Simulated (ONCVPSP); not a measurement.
# Cobalt: generating and testing an ONCV potential

Aim: build the potential from the settings below, then test how well it stands in for the atom: other configurations, scattering, ghost states and the plane-wave cutoff that it needs.

Program: ONCVPSP 4.0.1.1 (patched build). Reference atom: PBEsol, scalar-relativistic, spherical and spin-unpolarised. All values are calculated.

### Step 1. Settings

Typed settings, in words:

```
element                 : cobalt (Co, Z = 27)
type                    : optimised norm-conserving Vanderbilt (ONCV)
frozen core             : [Ne]
valence charge          : 17
reference configuration : 3s2 3p6 3d7 4s1 (charge +1)
partial waves           : 3s+4s: rc 1.35 bohr, ncon 4, nbas 8, qcut 11.2 1/bohr, 2 projectors; 3p: rc 0.80 bohr, ncon 3, nbas 8, qcut 11.5 1/bohr, 3 projectors, debl 0.4 Ha; 3d: rc 1.45 bohr, ncon 4, nbas 9, qcut 8.5 1/bohr, 2 projectors, debl 1.2 Ha
local potential         : polynomial inside 0.80 bohr (lpopt 5, dvloc0 1 Ha)
core correction         : not asked for
```

An earlier all-electron run gives the scale for the radii.

All-electron outer shells of the reference configuration (PBEsol, scalar-relativistic, ld1.x):

```tsv
shell	level (eV)	outermost node (bohr)	outermost maximum (bohr)
2p	-778.15	–	0.17
3s	-110.96	0.31	0.67
3p	-74.35	0.28	0.68
3d	-16.99	–	0.66
4s	-12.76	0.96	2.21
4p	-7.42	1.04	2.73
```

### Step 2. The generation run

Co.dat

```
# ATOM AND REFERENCE CONFIGURATION
# atsym  z   nc   nv     iexc    psfile
  Co 27.00    3    4  -116133      upf
#
#   n    l    f
    1    0    2.00
    2    0    2.00
    2    1    6.00
    3    0    2.00
    3    1    6.00
    3    2    7.00
    4    0    1.00
#
# PSEUDOPOTENTIAL AND OPTIMIZATION
# lmax
    2
#
#   l,   rc,      ep,       ncon, nbas, qcut
    0    1.35    0.00    4    8   11.20
    1    0.80    0.00    3    8   11.50
    2    1.45    0.00    4    9    8.50
#
# LOCAL POTENTIAL
# lloc, lpopt,  rc(5),   dvloc0
    4    5    0.80    1.00
#
# VANDERBILT-KLEINMAN-BYLANDER PROJECTORs
# l, nproj, debl
    0    2    3.10
    1    3    0.40
    2    2    1.20
#
# MODEL CORE CHARGE
# icmod, fcfact, rcfact
    0    0.00    0.00
#
# LOG DERIVATIVE ANALYSIS
# epsh1, epsh2, depsh
   -6.00    5.00    0.04
#
# OUTPUT GRID
# rlmax, drl
    6.00    0.01
#
# TEST CONFIGURATIONS
# ncnf
    4
# nvcnf
#   n    l    f
    4
    3    0    2.00
    3    1    6.00
    3    2    7.00
    4    0    2.00
#
    4
    3    0    2.00
    3    1    6.00
    3    2    7.00
    4    0    0.00
#
    4
    3    0    2.00
    3    1    6.00
    3    2    6.00
    4    0    0.00
#
    4
    3    0    2.00
    3    1    6.00
    3    2    7.50
    4    0    1.50
#
```

The run is started by

```
$ oncvpsp.x < Co.dat > Co.out
```

**Question.** What will these runs give? Wanted: cutoffs for 1 and 0.1 mHa per electron, occupied waves; bound ghosts; GHOST(+) flags; largest test error; largest phase difference near zero energy, channels read; projector energies reset by the program.

**Answer**, as computed:

```
                                                quantity                         value
  cutoffs for 1 and 0.1 mHa per electron, occupied waves              41 Ha and 139 Ha
                                            bound ghosts             p at -19380.47 eV
                                          GHOST(+) flags            none at low energy
                            largest test error (AE − PS)  +52 meV, for 3s2 3p6 3d6 4s0
largest phase difference near zero energy, channels read                     0.000 rad
                 projector energies reset by the program    p: -2.732, 0.250, 0.650 Ha
```

It has a bound ghost (p), a state that the atom doesn't have, and that rules the file out. The worst unpolarised test, 3s2 3p6 3d6 4s0, is off by 52 meV on 52.5 eV; by total energies transferability rates as fair. That test lies far up in energy; among those under 40 eV, nearer to bonding, the largest error is 3.5 meV. The potential is hard: the looser tolerance needs 41 Ha. The tighter tolerance needs 139 Ha, and converged work needs a cutoff nearer that. Near zero energy the phases of the channels with partial waves agree within 0.001 rad.
